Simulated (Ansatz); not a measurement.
# Al4B3P: the cost of one run

Method: DFT PBE, scalar-relativistic, plane waves, PAW, unless a step names another level, in Ansatz 0.2.0.

### 1 Starting point

It takes space group P-3m1 (No. 164, trigonal). The conventional cell has a = 3.039 Å, b = 3.039 Å, c = 23.823 Å, α = 90.00°, β = 90.00°, γ = 120.00°. Al (site symmetry 3m) is surrounded by 3 P at 2.56 Å and 3 Al at 2.83 Å. Around Al (site symmetry 3m) lie 6 B at 2.39 to 2.43 Å and 3 P at 2.49 Å. Al (site symmetry 3m) has 12 B at 2.38 to 2.42 Å as nearest neighbours. Around Al (site symmetry 3m) lie 12 Al at 2.82 to 3.04 Å. Around B (site symmetry 3m) lie 3 B at 1.76 Å and 6 Al at 2.38 to 2.43 Å. Around B (site symmetry 3m) lie 3 B at 1.76 Å and 6 Al at 2.39 to 2.42 Å. B (site symmetry 3m) has 3 B at 1.75 Å and 6 Al at 2.40 to 2.42 Å as nearest neighbours. P (site symmetry 3m) is surrounded by 6 Al at 2.49 to 2.56 Å.

As a file:

```
Al B P
1.0
     3.03919    0.00000    0.00000
    -1.51959    2.63201    0.00000
     0.00000    0.00000   23.82287
Al B P
8 6 2
Cartesian
  1.5196 0.8773 8.5838
  0.0000 0.0000 18.8771
  0.0000 0.0000 4.9458
  0.0000 0.0000 22.1706
  0.0000 0.0000 1.6523
  0.0000 1.7547 15.2391
  0.0000 1.7547 10.8057
  1.5196 0.8773 13.0172
  1.5196 0.8773 20.5598
  0.0000 1.7547 20.4983
  0.0000 1.7547 3.2630
  1.5196 0.8773 3.3246
  0.0000 1.7547 23.8072
  1.5196 0.8773 0.0157
  0.0000 1.7547 6.7133
  1.5196 0.8773 17.1096
```

It came out lowest among 24 distinct ends of the trial cells. At a tolerance of 0.05 Å it has space group P-3m1 (No. 164).

### 2 A stricter relaxation, on the response runs' mesh and smearing

input.yaml

```yaml
crystal:
  lattice:
    - [3.0391865544, 0.0, 0.0]
    - [-1.5195932772, 2.632012763, 0.0]
    - [0.0, 0.0, 23.8228676066]
  atoms:
    - { symbol: Al, position: [0.6666666667, 0.3333333333, 0.3603159024] }
    - { symbol: Al, position: [0.0, 0.0, 0.792393201] }
    - { symbol: Al, position: [0.0, 0.0, 0.207606799] }
    - { symbol: Al, position: [0.0, 0.0, 0.9306436033] }
    - { symbol: Al, position: [0.0, 0.0, 0.0693563967] }
    - { symbol: Al, position: [0.3333333333, 0.6666666667, 0.6396840976] }
    - { symbol: Al, position: [0.3333333333, 0.6666666667, 0.4535831837] }
    - { symbol: Al, position: [0.6666666667, 0.3333333333, 0.5464168163] }
    - { symbol: B, position: [0.6666666667, 0.3333333333, 0.8630288875] }
    - { symbol: B, position: [0.3333333333, 0.6666666667, 0.8604447805] }
    - { symbol: B, position: [0.3333333333, 0.6666666667, 0.1369711125] }
    - { symbol: B, position: [0.6666666667, 0.3333333333, 0.1395552195] }
    - { symbol: B, position: [0.3333333333, 0.6666666667, 0.9993403156] }
    - { symbol: B, position: [0.6666666667, 0.3333333333, 0.0006596844] }
    - { symbol: P, position: [0.3333333333, 0.6666666667, 0.2818004439] }
    - { symbol: P, position: [0.6666666667, 0.3333333333, 0.7181995561] }
basis:
  ecutwfc: 420
kpoints:
  mp_grid: { grid: [12, 12, 2] }
hamiltonian:
  xc: pbe
scf:
  occupations: { method: gaussian, width: 0.1 }
output:
  forces: true
  stress: true
  eigenvalues: true
relax:
  adjacent_minimum: "off"
  f_tol: 0.001
  max_steps: 60
  cell: { stress_tol: 0.01 }
```

Launch:

```bash
ansatz run input.yaml --threads 3 --pin off --max-ram 7680MiB --backend cpu --events-out ev --progress --plain --runs-dir out
```

What time and memory should one allow on 3 threads of AMD EPYC (Zen 3), shared host?

About 54 s, with a peak of 0.71 GiB.
